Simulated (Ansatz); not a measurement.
# Al (fcc type): the cost of one run

Program: Ansatz 0.2.0. Level of theory: DFT, LDA, PAW with Ansatz's default frozen-core files, scalar-relativistic. These are calculated values, not measurements.

### Step 1. The starting structure

The structure is cubic, space group Fm-3m (No. 225). The conventional cell has a = 4.050 Å, b = 4.050 Å, c = 4.050 Å, α = 90.00°, β = 90.00°, γ = 90.00°. Al (site symmetry m-3m) is surrounded by 12 Al at 2.86 Å.

Structure file:

```xyz
1
Lattice="0.0000 2.0251 2.0251 2.0251 0.0000 2.0251 2.0251 2.0251 0.0000" Properties=species:S:1:pos:R:3 pbc="T T T"
Al    0.0000    0.0000    0.0000
```

### Step 2. Bulk cell relaxed, PAW

input.yaml reads:

```yaml
crystal:
  lattice:
    - [0.0, 2.0251003354, 2.0251003354]
    - [2.0251003354, 0.0, 2.0251003354]
    - [2.0251003354, 2.0251003354, 0.0]
  atoms:
    - { symbol: Al, position: [0.0, 0.0, 0.0] }
kpoints:
  mp_grid: { grid: [18, 18, 18] }
scf:
  occupations: { method: fermi_dirac, width: 0.05 }
hamiltonian:
  xc: lda
  pseudopotentials: { kind: paw }
output:
  forces: true
  stress: true
relax:
  f_tol: 0.005
  max_steps: 40
  cell: {}
```

The run is started by

```sh
$ ansatz run input.yaml --threads 2 --pin off --max-ram 4096MiB --backend cpu --events-out ev --progress --plain --runs-dir out
```

What time and memory should one allow on 2 threads of Arm Neoverse V1, shared host?

About 3.6 s, with a peak of 0.28 GiB.
